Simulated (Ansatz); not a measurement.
# Zn: the cost of one run

Computed with Ansatz 0.2.0 (DFT PBE, scalar-relativistic, plane waves, PAW, unless a step's input says otherwise).

**1. Starting point**

Symmetry: P-3m1, No. 164, trigonal system. Conventional cell: a = 2.665 Å, b = 2.665 Å, c = 30.367 Å, α = 90.00°, β = 90.00°, γ = 120.00°. Around Zn (site symmetry 3m) lie 9 Zn at 2.66 to 2.91 Å. Zn (site symmetry 3m) is surrounded by 12 Zn at 2.66 to 2.91 Å.

As a file:

```cif
data_structure
_symmetry_space_group_name_H-M 'P-3m1'
_symmetry_Int_Tables_number 164
_cell_length_a 2.6648
_cell_length_b 2.6648
_cell_length_c 30.3668
_cell_angle_alpha 90.000
_cell_angle_beta 90.000
_cell_angle_gamma 120.000
_cell_volume 186.75
loop_
_atom_site_label
_atom_site_type_symbol
_atom_site_symmetry_multiplicity
_atom_site_Wyckoff_symbol
_atom_site_fract_x
_atom_site_fract_y
_atom_site_fract_z
_atom_site_occupancy
Zn1 Zn 2 d 0.66667 0.33333 0.29638 1
Zn2 Zn 2 d 0.33333 0.66667 0.37783 1
Zn3 Zn 2 d 0.66667 0.33333 0.45928 1
```

Slab cut from the bulk at the bulk's listed lattice constants, lower half held.

**2. Relaxing the atoms**

input.yaml

```yaml
crystal:
  lattice:
    - [2.66479805, 0.0, 0.0]
    - [-1.33239903, 2.30778281, 0.0]
    - [0.0, 0.0, 30.3667502245]
  atoms:
    - { symbol: Zn, position: [0.66666667, 0.33333333, 0.2963767915] }
    - { symbol: Zn, position: [0.33333333, 0.66666667, 0.3778260809] }
    - { symbol: Zn, position: [0.66666667, 0.33333333, 0.4592753603] }
    - { symbol: Zn, position: [0.33333333, 0.66666667, 0.5407246397] }
    - { symbol: Zn, position: [0.66666667, 0.33333333, 0.6221739191] }
    - { symbol: Zn, position: [0.33333333, 0.66666667, 0.7036232085] }
basis:
  ecutwfc: 420
  fft_grid_basis: typed
kpoints:
  mp_grid: { grid: [12, 12, 1] }
hamiltonian:
  xc: pbe
scf:
  occupations: { method: gaussian, width: 0.1 }
output:
  forces: true
  eigenvalues: true
efield:
  axis: 3
  dipole_correction: true
  ramp_width: 0.04
relax:
  adjacent_minimum: "off"
  f_tol: 0.04
  max_steps: 40
  constraints: [{ sites: [0, 1, 2] }]
```

Run with:

```console
> ansatz run input.yaml --threads 1 --pin off --max-ram 2211MiB --backend cpu --events-out ev --progress --plain --runs-dir out
```

What time and memory should one allow on 1 thread of Arm Neoverse V2, shared host?

About 44 s, with a peak of 0.42 GiB.
